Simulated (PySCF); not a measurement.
# C5H9B: excited states, first hyperpolarisability

Aim: compute the excited states, first hyperpolarisability of C5H9B (`C=C=CB(C)C`).

Programs: PySCF 2.14.0, with routines of our own; each step states its level. All values are computed. Atoms count from 0.

### 1 The system as given

15 atoms, charge 0, multiplicity 1; geometry from: GFN2-xTB.

### 2 Optimising the geometry at PBE0-D3(BJ)/def2-SVP

Job settings and geometry (Å):

```
{"job": {"xc": "PBE0", "basis": "def2-SVP", "d3": "d3bj", "grid": 2, "kind": "geom"}, "charge": 0, "multiplicity": 1}
C      2.906781    -0.511539    -0.175026
C      1.839750     0.147887     0.136074
C      0.729846     0.772181     0.426252
B     -0.678502     0.220848     0.098935
C     -1.945467     1.087100     0.473797
C     -0.859671    -1.178361    -0.609051
H      3.404364    -0.371899    -1.121027
H      3.354647    -1.221238     0.501512
H      0.821978     1.729976     0.929394
H     -2.834248     0.488422     0.661103
H     -1.789265     1.738042     1.331770
H     -2.186258     1.739287    -0.367350
H      0.051909    -1.562906    -1.059635
H     -1.633153    -1.155390    -1.374717
H     -1.187126    -1.914419     0.126056
```

On the command line:

```bash
> OMP_NUM_THREADS=1 python excited_run.py task.json out
```

One launch serves the whole session: the jobs run in the order shown.

Standard output:

```text
step   0  E = -220.32601564  max force = 0.011319
step   1  E = -220.32817656  max force = 0.001920
step   2  E = -220.32820948  max force = 0.000556
step   3  E = -220.32822271  max force = 0.000726
step   4  E = -220.32822954  max force = 0.000421
optimisation converged
```

Wall time 19 s (1 thread of AMD EPYC 9R45, shared host); peak memory 0.71 GiB.

The steps of the relaxation:

```csv
step,energy from step 0 (eV),largest force component (eV/Å)
0,0.0000,0.5820
1,-0.0588,0.0987
2,-0.0597,0.0286
3,-0.0601,0.0373
4,-0.0602,0.0216
```

Close pairs (by a distance rule), those that changed most:

```csv
bond,before (Å),after (Å),change (Å)
C0–H6,1.078,1.095,+0.017
C4–H11,1.091,1.108,+0.017
C0–H7,1.078,1.095,+0.017
C5–H14,1.091,1.106,+0.016
C2–B3,1.547,1.563,+0.015
C0–C1,1.292,1.306,+0.014
C5–H13,1.089,1.102,+0.014
C2–H8,1.086,1.099,+0.013
```

The next job starts from the end point, and lists it.

```csv
at the end point,value
point group (found at 0.08 Å tolerance),C1
"rotational constants (GHz, main isotopes)","7.046, 1.967, 1.585"
dipole moment (D),0.36
```

### 3 Excited states: TDA CAM-B3LYP/def2-TZVPD

Job settings and geometry (Å):

```
{"job": {"kind": "states", "xc": "CAM-B3LYP", "basis": "def2-TZVPD", "tda": true, "soc": true, "nstates": 6, "ntriplets": 5, "nquad": 4}, "charge": 0, "multiplicity": 1}
C      2.912313    -0.645029    -0.179723
C      1.833522     0.006483     0.164093
C      0.721302     0.631383     0.492060
B     -0.687499     0.043184     0.157504
C     -1.962676     0.886580     0.531805
C     -0.842008    -1.349680    -0.553652
H      3.393716    -0.468683    -1.146870
H      3.367208    -1.378393     0.493539
H      0.820523     1.589193     1.022015
H     -2.870495     0.281109     0.675629
H     -1.823637     1.555132     1.395143
H     -2.163788     1.542661    -0.337957
H      0.084344    -1.761115    -0.979477
H     -1.624447    -1.322781    -1.329876
H     -1.209623    -2.066461     0.204682
```

Level: TDA CAM-B3LYP/def2-TZVPD excited states, vertical, gas phase, spin-orbit mean-field couplings.

Standard output:

```text
coarse grid: 12096 points
cycle   1  E = -220.6607848975  dE =  5.713e-01  |g| = 4.246e-01  |ddm| = 4.096e+00
cycle   2  E = -220.6789728885  dE = -1.819e-02  |g| = 3.553e-01  |ddm| = 2.014e+00
cycle   3  E = -220.7096852499  dE = -3.071e-02  |g| = 5.078e-02  |ddm| = 8.135e-01
cycle   4  E = -220.7101340605  dE = -4.488e-04  |g| = 3.653e-02  |ddm| = 1.510e-01
cycle   5  E = -220.7104743000  dE = -3.402e-04  |g| = 3.552e-03  |ddm| = 7.954e-02
cycle   6  E = -220.7104787762  dE = -4.476e-06  |g| = 1.896e-03  |ddm| = 1.222e-02
final grid: 115600 points
cycle   7  E = -220.7017095958  dE = -4.129e-05  |g| = 4.641e-03  |ddm| = 3.255e-01
cycle   8  E = -220.7017108508  dE = -1.255e-06  |g| = 4.060e-03  |ddm| = 2.115e-02
cycle   9  E = -220.7017146351  dE = -3.784e-06  |g| = 3.707e-04  |ddm| = 7.465e-03
cycle  10  E = -220.7017146563  dE = -2.123e-08  |g| = 2.585e-04  |ddm| = 1.301e-03
cycle  11  E = -220.7017146717  dE = -1.545e-08  |g| = 3.238e-05  |ddm| = 4.319e-04
cycle  12  E = -220.7017146721  dE = -3.787e-10  |g| = 1.471e-05  |ddm| = 1.015e-04
converged SCF energy = -220.7017146721

Singlet excitations
state   eV       nm        f     d(h-e)  d(exc)  Lambda  PR(NTO)  |dmu|/D   mu/D   main configurations
  1   4.8162   257.4   0.00015   1.022   2.788   0.470   1.022    3.136    3.511   H->L 0.96
  2   6.1446   201.8   0.00042   1.084   2.767   0.405   1.017    4.190    3.842   H-2->L 0.94
  3   6.3559   195.1   0.38739   0.636   2.802   0.668   1.155    2.008    2.336   H-1->L 0.79
  4   6.4095   193.4   0.05745   0.731   2.662   0.426   1.053    2.007    1.630   H-1->L+2 0.60, H-1->L+4 0.19, H-1->L 0.10
  5   6.7962   182.4   0.00432   0.438   2.669   0.506   1.301                     H-3->L 0.83
  6   6.8087   182.1   0.03054   0.121   3.717   0.260   1.073                     H->L+1 0.64, H->L+3 0.27

Triplet excitations (Tamm-Dancoff)
state   eV     d(h-e)  d(exc)  Lambda  PR(NTO)   main configurations
  1   4.0535   0.252   2.356   0.708   1.036   H-1->L 0.89
  2   4.4624   0.957   2.735   0.469   1.025   H->L 0.94
  3   4.7717   0.118   2.184   0.556   1.039   H->L+2 0.54, H->L+4 0.26
  4   5.7433   0.942   2.656   0.402   1.011   H-2->L 0.90
  5   6.0296   0.855   2.576   0.403   1.339   H-1->L+2 0.58, H-1->L+4 0.20, H-3->L 0.12
S1 - T1 = 0.7627 eV

Spin-orbit couplings |<S|Hso|T>| (cm-1)
             T1       T2       T3       T4       T5
S0        0.137    7.312    0.701    4.023    7.397
S1        1.134    0.181    6.228    2.676    0.756
S2        1.378    2.824    0.281    0.212    2.365
S3        1.798    0.934    0.556    2.034    7.250
S4        5.177    0.585    1.408    1.234    2.643
S5        5.434    1.631    2.995    6.226    0.124
S6        0.840    0.595    2.141    0.920    0.676
T1 sublevels (cm-1): 0.000 0.002 0.002   radiative rates (1/s): 0.153 0.00422 0.000992
```

Wall time 34 s (1 thread of AMD EPYC 9R45, shared host); peak memory 1.1 GiB.

From this job:

```csv
quantity,value
S1 less T1,0.76 eV
```

### 4 Excited states: TDDFT CAM-B3LYP/def2-TZVPD

Settings changed since step 3:

```diff
@@ -1,2 +1,2 @@
-{"job": {"kind": "states", "xc": "CAM-B3LYP", "basis": "def2-TZVPD", "tda": true, "soc": true, "nstates": 6, "ntriplets": 5, "nquad": 4}, "charge": 0, "multiplicity": 1}
+{"job": {"kind": "states", "xc": "CAM-B3LYP", "basis": "def2-TZVPD", "tpa": true, "nstates": 8, "nquad": 6, "ntriplets": 0}, "charge": 0, "multiplicity": 1}
 C      2.912313    -0.645029    -0.179723
```

Method: TDDFT CAM-B3LYP/def2-TZVPD excited states, vertical, gas phase, two-photon moments by quadratic response.

Standard output:

```text
coarse grid: 12096 points
cycle   1  E = -220.6607848975  dE =  5.713e-01  |g| = 4.246e-01  |ddm| = 4.096e+00
cycle   2  E = -220.6789728885  dE = -1.819e-02  |g| = 3.553e-01  |ddm| = 2.014e+00
cycle   3  E = -220.7096852499  dE = -3.071e-02  |g| = 5.078e-02  |ddm| = 8.135e-01
cycle   4  E = -220.7101340605  dE = -4.488e-04  |g| = 3.653e-02  |ddm| = 1.510e-01
cycle   5  E = -220.7104743000  dE = -3.402e-04  |g| = 3.552e-03  |ddm| = 7.954e-02
cycle   6  E = -220.7104787762  dE = -4.476e-06  |g| = 1.896e-03  |ddm| = 1.222e-02
final grid: 115600 points
cycle   7  E = -220.7017095958  dE = -4.129e-05  |g| = 4.641e-03  |ddm| = 3.255e-01
cycle   8  E = -220.7017108508  dE = -1.255e-06  |g| = 4.060e-03  |ddm| = 2.115e-02
cycle   9  E = -220.7017146351  dE = -3.784e-06  |g| = 3.707e-04  |ddm| = 7.465e-03
cycle  10  E = -220.7017146563  dE = -2.123e-08  |g| = 2.585e-04  |ddm| = 1.301e-03
cycle  11  E = -220.7017146717  dE = -1.545e-08  |g| = 3.238e-05  |ddm| = 4.319e-04
cycle  12  E = -220.7017146721  dE = -3.783e-10  |g| = 1.471e-05  |ddm| = 1.015e-04
converged SCF energy = -220.7017146721

Singlet excitations
state   eV       nm        f     d(h-e)  d(exc)  Lambda  PR(NTO)  |dmu|/D   mu/D   delta(TPA)   sigma/GM   main configurations
  1   4.7919   258.7   0.00018   1.016   2.787   0.470   1.029    3.126    3.502        0.05      0.000   H->L 0.96
  2   6.1171   202.7   0.34083   0.694   2.787   0.695   1.232    2.261    2.597      147.81      2.026   H-1->L 0.91
  3   6.1226   202.5   0.00636   1.036   2.767   0.412   1.022    3.989    3.640        9.33      0.128   H-2->L 0.92
  4   6.3823   194.3   0.00204   0.902   2.637   0.390   1.061    2.572    2.195        1.29      0.019   H-1->L+2 0.68, H-1->L+4 0.22
  5   6.7680   183.2   0.00327   0.447   2.646   0.511   1.255    1.488    1.201        1.73      0.029   H-3->L 0.85
  6   6.8016   182.3   0.02170   0.115   3.746   0.253   1.026    1.943    1.566       60.89      1.032   H->L+1 0.66, H->L+3 0.28
  7   7.1525   173.3   0.01339   0.170   3.878   0.258   1.011                                            H-1->L+1 0.81, H-1->L+3 0.09
  8   7.2568   170.9   0.50327   0.072   3.067   0.604   1.243                                            H->L+2 0.83, H->L+4 0.08
```

It took 40 s on 1 thread of AMD EPYC 9R45, shared host; peak memory 1.1 GiB.

### 5 First hyperpolarisability: quadratic response CAM-B3LYP/def2-TZVPD

Settings changed since step 4:

```diff
@@ -1,2 +1,2 @@
-{"job": {"kind": "states", "xc": "CAM-B3LYP", "basis": "def2-TZVPD", "tpa": true, "nstates": 8, "nquad": 6, "ntriplets": 0}, "charge": 0, "multiplicity": 1}
+{"job": {"kind": "beta", "xc": "CAM-B3LYP", "basis": "def2-TZVPD"}, "charge": 0, "multiplicity": 1}
 C      2.912313    -0.645029    -0.179723
```

Method: quadratic response CAM-B3LYP/def2-TZVPD first hyperpolarisability, Taylor convention, gas phase.

Standard output:

```text
coarse grid: 12096 points
cycle   1  E = -220.6607848975  dE =  5.713e-01  |g| = 4.246e-01  |ddm| = 4.096e+00
cycle   2  E = -220.6789728885  dE = -1.819e-02  |g| = 3.553e-01  |ddm| = 2.014e+00
cycle   3  E = -220.7096852499  dE = -3.071e-02  |g| = 5.078e-02  |ddm| = 8.135e-01
cycle   4  E = -220.7101340605  dE = -4.488e-04  |g| = 3.653e-02  |ddm| = 1.510e-01
cycle   5  E = -220.7104743000  dE = -3.402e-04  |g| = 3.552e-03  |ddm| = 7.954e-02
cycle   6  E = -220.7104787762  dE = -4.476e-06  |g| = 1.896e-03  |ddm| = 1.222e-02
final grid: 115600 points
cycle   7  E = -220.7017095958  dE = -4.129e-05  |g| = 4.641e-03  |ddm| = 3.255e-01
cycle   8  E = -220.7017108508  dE = -1.255e-06  |g| = 4.060e-03  |ddm| = 2.115e-02
cycle   9  E = -220.7017146351  dE = -3.784e-06  |g| = 3.707e-04  |ddm| = 7.465e-03
cycle  10  E = -220.7017146563  dE = -2.123e-08  |g| = 2.585e-04  |ddm| = 1.301e-03
cycle  11  E = -220.7017146717  dE = -1.545e-08  |g| = 3.238e-05  |ddm| = 4.319e-04
cycle  12  E = -220.7017146721  dE = -3.783e-10  |g| = 1.471e-05  |ddm| = 1.015e-04
converged SCF energy = -220.7017146721

Lowest singlets (eV, f): 4.7919 0.0002  6.1171 0.3408  6.1226 0.0064

First hyperpolarisability (au)
process     nm      |vector|   parallel      HRS      DR
static         -      144.10       81.3      65.38   3.861
shg       1907.0      155.44      87.71      70.03   3.918
eope      1907.0      147.74      83.36          -       -
shg       1064.0      185.70     104.82      82.44   4.041
eope      1064.0      156.29      88.19          -       -
```

Run time: 31 s. Hardware: 1 thread of AMD EPYC 9R45, shared host; peak memory 1.1 GiB.

### 6 What came out

| quantity | value |
| --- | --- |
| point group | C1 |
| rotational constants (main isotopes) | 7.05, 1.97, 1.58 GHz |
| S1 less T1 (step 3, TDA CAM-B3LYP/def2-TZVPD) | 0.76 eV |
| β vector (step 5, quadratic response CAM-B3LYP/def2-TZVPD) | static 144, SHG 1907.0 nm 155, SHG 1064.0 nm 186 au |

In words: Over 4 steps the energy fell by 0.060 eV; of the close pairs, C0–H6 changed most, 1.078 to 1.095 Å. No frequency check was run at this level, so the end point may be a saddle. In step 3, the number of triplets below S1 is 3, and the largest singlet-triplet spin-orbit coupling is S0–T5, 7.40 cm⁻¹. In step 4 some excited states are degenerate or nearly so. β grows from 144 au (static) to 186 au for doubling at 1064.0 nm: normal dispersion, which grows as twice the photon energy moves toward the bright states.
